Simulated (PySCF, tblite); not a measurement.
# C₄H₉AlS: dynamics, then NMR shifts on frames, part 2 of 2

tblite 0.8.0 and PySCF 2.14.0. Atoms count from 0. Earlier steps stand in the parts before.

## Step 5: Nuclear shieldings: 625 fs, PBE0/pcSseg-1

The job: settings as JSON, then the geometry in Å.

```
{"job": {"kind": "nmr", "xc": "PBE0", "basis": "pcSseg-1", "pop": false}, "charge": 0, "multiplicity": 1}
C      3.370800    -0.448900    -0.696400
C      2.347200     0.149000    -0.423100
Al     0.842900     1.229800     0.067200
S     -1.233900     0.530100    -1.155600
C     -1.021600    -1.236700    -0.726600
C     -2.390100     1.172500     0.028200
H      4.315700    -0.928100    -1.077000
H      0.142300     1.084600     1.552200
H      0.635900     2.712200    -0.443900
H     -2.029300    -1.631800    -0.489500
H     -0.755600    -1.800300    -1.576500
H     -0.304700    -1.346000     0.141200
H     -1.950600     1.714600     0.825500
H     -3.231700     0.526700     0.392900
H     -2.968300     1.991800    -0.361600
```

Method: GIAO PBE0/pcSseg-1 NMR shielding, non-relativistic, gas phase.

Output:

```text
coarse grid: 13176 points
cycle   1  E = -797.7852931480  dE =  2.598e-01  |g| = 4.317e-01  |ddm| = 3.441e+00
cycle   2  E = -797.7659380751  dE =  1.936e-02  |g| = 5.081e-01  |ddm| = 9.781e-01
cycle   3  E = -797.8280541124  dE = -6.212e-02  |g| = 1.913e-01  |ddm| = 5.114e-01
cycle   4  E = -797.8372795931  dE = -9.225e-03  |g| = 3.464e-02  |ddm| = 1.438e-01
cycle   5  E = -797.8376023193  dE = -3.227e-04  |g| = 7.615e-03  |ddm| = 4.289e-02
cycle   6  E = -797.8376180326  dE = -1.571e-05  |g| = 2.182e-03  |ddm| = 1.060e-02
cycle   7  E = -797.8376192419  dE = -1.209e-06  |g| = 5.007e-04  |ddm| = 2.400e-03
final grid: 116816 points
cycle   8  E = -797.8768453643  dE = -1.776e-05  |g| = 7.357e-03  |ddm| = 2.632e-02
cycle   9  E = -797.8768399595  dE =  5.405e-06  |g| = 8.716e-03  |ddm| = 1.310e-02
cycle  10  E = -797.8768588536  dE = -1.889e-05  |g| = 4.421e-04  |ddm| = 7.236e-03
cycle  11  E = -797.8768588984  dE = -4.481e-08  |g| = 2.186e-04  |ddm| = 6.016e-04
cycle  12  E = -797.8768589079  dE = -9.499e-09  |g| = 1.071e-04  |ddm| = 1.993e-04
cycle  13  E = -797.8768589107  dE = -2.818e-09  |g| = 2.359e-05  |ddm| = 8.693e-05
cycle  14  E = -797.8768589108  dE = -1.385e-10  |g| = 5.615e-06  |ddm| = 2.504e-05
converged SCF energy = -797.8768589108

GIAO shielding tensors (ppm)
atom      isotropic    diamagn.    paramagn.     s11        s22        s33       span
  0 C       79.157     263.192    -184.035    -13.398     -7.904    258.773    272.171
  1 C       89.646     253.286    -163.640     -9.764     -6.970    285.672    295.435
  2 Al     423.182     795.317    -372.135    398.127    428.837    442.583     44.456
  3 S      624.909    1057.558    -432.649    435.598    673.676    765.451    329.854
  4 C      156.959     251.346     -94.387    135.104    148.482    187.292     52.189
  5 C      170.134     246.236     -76.103    145.349    160.911    204.141     58.793
  6 H       27.813      30.013      -2.200     22.805     23.010     37.624     14.819
  7 H       26.910      29.540      -2.630     23.703     27.216     29.812      6.109
  8 H       27.128      28.668      -1.540     23.409     26.102     31.873      8.464
  9 H       29.223      29.759      -0.536     23.862     27.269     36.539     12.677
 10 H       29.823      31.224      -1.401     26.046     26.146     37.278     11.233
 11 H       27.560      30.215      -2.654     22.047     27.152     33.482     11.435
 12 H       29.745      31.094      -1.349     23.653     28.711     36.872     13.219
 13 H       29.383      27.726       1.657     24.313     26.169     37.666     13.353
 14 H       30.064      27.765       2.299     24.891     26.119     39.182     14.291
```

It took 45 s on 1 thread, shared host.

Key values: δ C0 107.8, C1 97.3, C4 30.0, C5 16.8, H7 4.81, H8 4.59 ppm.

## Step 6: NMR shieldings: 800 fs, PBE0/pcSseg-1

The job: settings as JSON, then the geometry in Å.

```
{"job": {"kind": "nmr", "xc": "PBE0", "basis": "pcSseg-1", "pop": false}, "charge": 0, "multiplicity": 1}
C      2.892100    -1.164900     0.428700
C      2.130000    -0.338700    -0.037100
Al     0.830200     1.134900     0.216700
S     -1.099700     0.385300    -1.377400
C     -1.134200    -1.075600    -0.365200
C     -2.409500     1.304500    -0.529200
H      3.581800    -1.945200     0.665700
H     -0.235900     1.098500     1.268300
H      1.216600     2.545700    -0.207500
H     -2.094000    -1.521900    -0.371900
H     -0.316500    -1.770200    -0.571900
H     -0.992900    -0.766600     0.666100
H     -2.543100     1.005000     0.502600
H     -3.365200     1.074400    -0.950100
H     -2.234200     2.381800    -0.491300
```

Level: GIAO PBE0/pcSseg-1 NMR shielding, non-relativistic, gas phase.

Output:

```text
coarse grid: 13176 points
cycle   1  E = -797.7922919348  dE =  3.310e-01  |g| = 4.226e-01  |ddm| = 3.403e+00
cycle   2  E = -797.7794380572  dE =  1.285e-02  |g| = 4.749e-01  |ddm| = 9.186e-01
cycle   3  E = -797.8341143396  dE = -5.468e-02  |g| = 1.717e-01  |ddm| = 5.085e-01
cycle   4  E = -797.8413506356  dE = -7.236e-03  |g| = 3.881e-02  |ddm| = 1.380e-01
cycle   5  E = -797.8417500258  dE = -3.994e-04  |g| = 7.431e-03  |ddm| = 4.462e-02
cycle   6  E = -797.8417641355  dE = -1.411e-05  |g| = 2.387e-03  |ddm| = 1.119e-02
cycle   7  E = -797.8417656281  dE = -1.493e-06  |g| = 4.533e-04  |ddm| = 2.693e-03
final grid: 116816 points
cycle   8  E = -797.8804714908  dE = -3.462e-05  |g| = 7.993e-03  |ddm| = 2.835e-02
cycle   9  E = -797.8804659551  dE =  5.536e-06  |g| = 9.297e-03  |ddm| = 1.371e-02
cycle  10  E = -797.8804871709  dE = -2.122e-05  |g| = 5.250e-04  |ddm| = 7.896e-03
cycle  11  E = -797.8804872448  dE = -7.382e-08  |g| = 2.046e-04  |ddm| = 8.466e-04
cycle  12  E = -797.8804872507  dE = -5.889e-09  |g| = 1.436e-04  |ddm| = 2.365e-04
cycle  13  E = -797.8804872557  dE = -5.085e-09  |g| = 2.812e-05  |ddm| = 1.074e-04
cycle  14  E = -797.8804872560  dE = -2.190e-10  |g| = 4.208e-06  |ddm| = 3.570e-05
converged SCF energy = -797.8804872560

GIAO shielding tensors (ppm)
atom      isotropic    diamagn.    paramagn.     s11        s22        s33       span
  0 C       76.576     261.163    -184.587    -17.880    -10.533    258.143    276.023
  1 C       84.270     264.959    -180.690    -20.825    -11.010    284.644    305.469
  2 Al     398.023     795.644    -397.621    337.497    415.168    441.403    103.905
  3 S      635.257    1058.157    -422.900    494.728    587.631    823.411    328.684
  4 C      162.079     256.121     -94.042    137.150    161.332    187.754     50.603
  5 C      163.743     250.775     -87.032    132.781    160.694    197.756     64.975
  6 H       29.657      31.458      -1.801     24.234     24.545     40.191     15.957
  7 H       28.394      32.452      -4.058     24.966     29.438     30.779      5.814
  8 H       27.613      29.380      -1.767     24.123     25.580     33.136      9.014
  9 H       30.321      31.793      -1.472     24.814     27.677     38.471     13.656
 10 H       28.848      31.739      -2.891     23.357     26.590     36.597     13.240
 11 H       29.401      33.960      -4.559     25.596     28.573     34.033      8.437
 12 H       30.609      31.817      -1.208     26.213     28.748     36.864     10.651
 13 H       29.831      28.574       1.256     24.100     26.949     38.444     14.343
 14 H       29.390      28.932       0.458     24.295     26.002     37.873     13.578
```

Run time: 46 s. Hardware: 1 thread, shared host.

Key values: δ C0 110.3, C1 102.7, C4 24.8, C5 23.2, H8 4.10, H7 3.32 ppm.

## Step 7: Nuclear shieldings: 1000 fs, PBE0/pcSseg-1

The job: settings as JSON, then the geometry in Å.

```
{"job": {"kind": "nmr", "xc": "PBE0", "basis": "pcSseg-1", "pop": false}, "charge": 0, "multiplicity": 1}
C      2.657800    -1.216700     0.651800
C      2.225100    -0.106200     0.375100
Al     0.934300     1.295000     0.337700
S     -0.559300     0.483400    -1.436400
C     -0.946900    -1.169100    -0.760800
C     -1.996700     1.386100    -0.806300
H      2.706900    -2.245200     0.857300
H     -0.113300     1.113600     1.551500
H      0.955500     2.778200    -0.204300
H     -1.427000    -1.846400    -1.496300
H     -0.024500    -1.614600    -0.382600
H     -1.535200    -0.897100     0.087000
H     -2.660700     0.771500    -0.172700
H     -2.556200     1.742400    -1.716900
H     -1.602600     2.237200    -0.214800
```

Method: GIAO PBE0/pcSseg-1 NMR shielding, non-relativistic, gas phase.

Output:

```text
coarse grid: 13176 points
cycle   1  E = -797.7976118181  dE =  2.672e-01  |g| = 4.083e-01  |ddm| = 3.379e+00
cycle   2  E = -797.7804578990  dE =  1.715e-02  |g| = 4.813e-01  |ddm| = 8.615e-01
cycle   3  E = -797.8359577741  dE = -5.550e-02  |g| = 1.893e-01  |ddm| = 4.907e-01
cycle   4  E = -797.8449947000  dE = -9.037e-03  |g| = 3.299e-02  |ddm| = 1.439e-01
cycle   5  E = -797.8452857691  dE = -2.911e-04  |g| = 8.254e-03  |ddm| = 4.135e-02
cycle   6  E = -797.8453037075  dE = -1.794e-05  |g| = 2.612e-03  |ddm| = 1.167e-02
cycle   7  E = -797.8453054799  dE = -1.772e-06  |g| = 4.908e-04  |ddm| = 2.691e-03
final grid: 116816 points
cycle   8  E = -797.8843244128  dE = -1.983e-05  |g| = 7.272e-03  |ddm| = 2.432e-02
cycle   9  E = -797.8843186102  dE =  5.803e-06  |g| = 8.739e-03  |ddm| = 1.300e-02
cycle  10  E = -797.8843376146  dE = -1.900e-05  |g| = 6.970e-04  |ddm| = 7.372e-03
cycle  11  E = -797.8843377196  dE = -1.049e-07  |g| = 3.850e-04  |ddm| = 8.949e-04
cycle  12  E = -797.8843377548  dE = -3.524e-08  |g| = 9.993e-05  |ddm| = 2.957e-04
cycle  13  E = -797.8843377574  dE = -2.568e-09  |g| = 1.938e-05  |ddm| = 9.433e-05
cycle  14  E = -797.8843377575  dE = -1.016e-10  |g| = 3.054e-06  |ddm| = 2.347e-05
converged SCF energy = -797.8843377575

GIAO shielding tensors (ppm)
atom      isotropic    diamagn.    paramagn.     s11        s22        s33       span
  0 C       68.278     268.437    -200.159    -33.604    -12.895    251.333    284.937
  1 C       76.190     263.171    -186.981    -30.324    -23.522    282.417    312.741
  2 Al     430.862     796.435    -365.573    413.463    436.290    442.833     29.370
  3 S      619.161    1060.068    -440.907    476.036    603.257    778.191    302.154
  4 C      151.728     256.808    -105.080    117.985    149.720    187.479     69.494
  5 C      152.548     252.670    -100.122    112.119    159.058    186.468     74.349
  6 H       28.991      33.322      -4.331     22.551     24.662     39.761     17.210
  7 H       27.285      31.085      -3.800     24.455     26.928     30.472      6.017
  8 H       27.553      29.420      -1.867     23.891     26.016     32.751      8.860
  9 H       28.164      30.210      -2.046     23.348     25.546     35.597     12.249
 10 H       28.274      34.199      -5.925     21.980     27.877     34.965     12.985
 11 H       30.278      34.828      -4.550     25.861     29.104     35.868     10.006
 12 H       29.711      30.349      -0.638     25.578     27.816     35.739     10.161
 13 H       27.811      27.468       0.343     21.890     25.340     36.202     14.313
 14 H       28.102      29.769      -1.667     22.596     27.135     34.574     11.978
```

Run time: 46 s. Hardware: 1 thread, shared host.

This run: δ C0 118.6, C1 110.7, C4 35.2, C5 34.4, H7 4.43, H8 4.16 ppm.

## Step 8: Side by side: NMR shifts

Shifts (ppm) of some atoms, chosen among heavy atoms and hydrogens apart, with basis size and wall time:

```tsv
frame	C0	C1	C5	H11	H6	Al2	S3	functions	time
250 fs	111.5	108.8	27.4	2.60	1.99	66.1	-118	161	68 s
425 fs	107.8	105.8	30.2	2.39	1.19	61.9	-84	161	44 s
625 fs	107.8	97.3	16.8	4.16	3.90	66.8	-121	161	45 s
800 fs	110.3	102.7	23.2	2.32	2.06	91.9	-132	161	46 s
1000 fs	118.6	110.7	34.4	1.44	2.73	59.1	-115	161	46 s
```

## Step 9: Summary of results

What follows sums up all 2 parts.

```
                                         quantity                                                     value
                                       thermostat                                                     300 K
                    mean temperature, second half                                                     278 K
          mean potential energy above the minimum                                                   0.55 eV
   13C shifts against TMS (PBE0/pcSseg-1, 250 fs)                              111.5, 108.8, 27.5, 27.4 ppm
    1H shifts against TMS (PBE0/pcSseg-1, 250 fs)  5.55, 4.07, 3.39, 2.86, 2.60, 1.99, 1.81, 1.39, 1.22 ppm
27Al shifts against AlH4- (PBE0/pcSseg-1, 250 fs)                                                  66.1 ppm
   33S shifts against CS2 (PBE0/pcSseg-1, 250 fs)                                                  -118 ppm
            surface potential, 1st and 99th percentile                                        -1.28 V and 1.79 V
                         range of the shift of S3                                           -132 to -84 ppm
```

In the second half the potential energy averages 0.55 eV above the minimum; equipartition over 39 harmonic modes at 300 K would give 0.50 eV. With 15 atoms the temperature swings widely (153 to 391 K). Shifts at one fixed geometry are not the observed spectrum, which averages over the motion. By nearest atom (PBE0/pcSseg-1), the HOMO sits on C0, C1 about 34 % each; H8 16 % and the LUMO on Al2 35 %; H7, H8 about 13 % each. Across the 5 runs the shift of S3 moves most, between -132 (800 fs) and -84 ppm (425 fs).
